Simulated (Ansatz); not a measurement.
# FPb: the cost of one run

Method: the levels named in each step, in Ansatz 0.2.0.

### 1 Starting point

Bond lengths: F1–Pb2 2.162 Å.

As a file:

```xyz
2

F     0.0000    0.0000    0.0000
Pb    0.0000    0.0000    2.1616
```

### 2 A rough first relaxation, PBE-D4/def2-SVP

This run stands in another session on the same molecule. It ended at:

```xyz
2

F     0.0000    0.0000    0.0378
Pb    0.0000    0.0000    2.1238
```

### 3 Relaxation, PBE0-D4/def2-TZVPP

This run stands in another session on the same molecule. It ended at:

```xyz
2

F     0.0000    0.0000    0.0543
Pb    0.0000    0.0000    2.1073
```

### 4 Frequencies, PBE0-D4/def2-TZVPP

Contents of input.yaml:

```yaml
crystal:
  periodic: [false, false, false]
  atoms:
    - { symbol: F, position_ang: [0.0, 0.0, 0.0542546] }
    - { symbol: Pb, position_ang: [0.0, 0.0, 2.1073054] }
magnetization:
  spin_polarized: true
  initial_magnetization: 1
basis:
  gaussian: { orbitals: def2-TZVPP }
hamiltonian:
  xc: pbe0
  dispersion: d4
phonons: {}
```

Started as:

```bash
$ ansatz run input.yaml --threads 2 --pin off --max-ram 5120MiB --backend cpu --events-out ev --progress --plain --runs-dir out
```

Q: Estimate wall time and peak memory on 2 threads of Intel Xeon at 2.70GHz, shared host.

About 11 s, with a peak of 0.16 GiB.
